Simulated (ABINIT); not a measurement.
The system is NbRu3C.

```
Ru Nb C
1.0
     4.06514    0.00000    0.00000
     0.00000    4.06514    0.00000
     0.00000    0.00000    4.06514
Ru Nb C
3 1 1
Direct
  0.50000 0.50000 0.00000
  0.50000 0.00000 0.50000
  0.00000 0.50000 0.50000
  0.00000 0.00000 0.00000
  0.50000 0.50000 0.50000
```

The cell comes from a database or a generator and needn't be the stable form of this composition.

```yaml
Program: ABINIT 10.8.3 (patched build)
Task: single point
Functional: PBEsol
Potentials_or_basis: PseudoDojo NC SR PBEsol v0.4.1 standard
Cutoff: 1143 eV
k_mesh: 7 × 7 × 7
Occupations: fermi-dirac, width 0.05 eV
Spin: no spin polarisation
```

On this cell: pressure -11.4 GPa; largest force zero by symmetry; band gap on the k mesh none (metal or under the smearing width).

The same run follows on a disturbed copy (atoms moved at random, drawn with an rms of 0.05 Å):

```
CELL_PARAMETERS angstrom
4.06514 0.00000 0.00000
0.00000 4.06514 0.00000
0.00000 0.00000 4.06514
ATOMIC_POSITIONS crystal
Ru 0.50482 0.50205 0.00898
Ru 0.48875 0.99205 0.50034
Ru 0.00354 0.49763 0.51452
Nb 0.00257 0.01736 0.00268
C 0.50085 0.49707 0.50493
```

Problem. What does the disturbed cell give?

Solution. The energy (extrapolated to zero smearing) moves by +4.9 meV/atom; pressure -10.9 GPa; largest force 0.562 eV/Å; band gap on the k mesh none (metal or under the smearing width).

Forces on the atoms (eV/Å):
```
Ru  -0.014 -0.043 -0.257
Ru   0.092  0.552  0.052
Ru  -0.219 -0.016 -0.032
Nb  -0.006 -0.305  0.073
C    0.148 -0.187  0.164
```

Stress tensor (GPa, compression positive):
```
-10.86   0.24  -0.03
  0.24 -10.99   0.12
 -0.03   0.12 -10.89
```
